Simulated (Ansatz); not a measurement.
# Sn3As2: the cost of one run

Computed with Ansatz 0.2.0 (DFT PBE, scalar-relativistic, plane waves, PAW, unless a step's input says otherwise).

### Step 1. The structure to begin with

Symmetry: R-3c, No. 167, trigonal system. The conventional cell has a = 6.745 Å, b = 6.745 Å, c = 18.414 Å, α = 90.00°, β = 90.00°, γ = 120.00°. Sn (site symmetry 2) is surrounded by 4 As at 2.63 to 2.79 Å. Around As (site symmetry 3) lie 6 Sn at 2.63 to 2.79 Å.

Structure file:

```cif
data_structure
_symmetry_space_group_name_H-M 'P 1'
_symmetry_Int_Tables_number 1
_cell_length_a 7.2691
_cell_length_b 7.2691
_cell_length_c 7.2691
_cell_angle_alpha 55.281
_cell_angle_beta 55.281
_cell_angle_gamma 55.281
_cell_volume 241.81
loop_
_atom_site_label
_atom_site_type_symbol
_atom_site_fract_x
_atom_site_fract_y
_atom_site_fract_z
_atom_site_occupancy
Sn1 Sn 0.05625 0.44375 0.75000 1
Sn2 Sn 0.75000 0.05625 0.44375 1
Sn3 Sn 0.44375 0.75000 0.05625 1
Sn4 Sn 0.94375 0.55625 0.25000 1
Sn5 Sn 0.25000 0.94375 0.55625 1
Sn6 Sn 0.55625 0.25000 0.94375 1
As1 As 0.85218 0.85218 0.85218 1
As2 As 0.64782 0.64782 0.64782 1
As3 As 0.14782 0.14782 0.14782 1
As4 As 0.35218 0.35218 0.35218 1
```

(A quick probe on a coarse mesh, which set the mesh and smearing, is not shown.)

### Step 3. A loose first relaxation

The input, input.yaml:

```yaml
crystal:
  lattice:
    - [3.3722959056, 1.9469959489, 6.1380849679]
    - [-3.3722959056, 1.9469959489, 6.1380849679]
    - [0.0, -3.8939918978, 6.1380849679]
  atoms:
    - { symbol: Sn, position: [0.05625, 0.44375, 0.75] }
    - { symbol: Sn, position: [0.75, 0.05625, 0.44375] }
    - { symbol: Sn, position: [0.44375, 0.75, 0.05625] }
    - { symbol: Sn, position: [0.94375, 0.55625, 0.25] }
    - { symbol: Sn, position: [0.25, 0.94375, 0.55625] }
    - { symbol: Sn, position: [0.55625, 0.25, 0.94375] }
    - { symbol: As, position: [0.85218, 0.85218, 0.85218] }
    - { symbol: As, position: [0.64782, 0.64782, 0.64782] }
    - { symbol: As, position: [0.14782, 0.14782, 0.14782] }
    - { symbol: As, position: [0.35218, 0.35218, 0.35218] }
basis:
  ecutwfc: 420
kpoints:
  mp_grid: { grid: [3, 3, 3] }
hamiltonian:
  xc: pbe
scf:
  occupations: { method: gaussian, width: 0.1 }
  lower_state_search: "off"
output:
  forces: true
  stress: true
  eigenvalues: true
relax:
  adjacent_minimum: "off"
  f_tol: 0.04
  max_steps: 70
  cell: { stress_tol: 0.4 }
```

The run is started by

```bash
> ansatz run input.yaml --threads 1 --pin off --max-ram 2560MiB --backend cpu --events-out ev --progress --plain --runs-dir out
```

**Question.** How long does this run take on 1 thread of Intel Xeon Platinum 8259CL at 2.50GHz (Skylake/Cascade Lake), shared host, and how much memory does it need?

About 2.8 min, with a peak of 0.66 GiB.
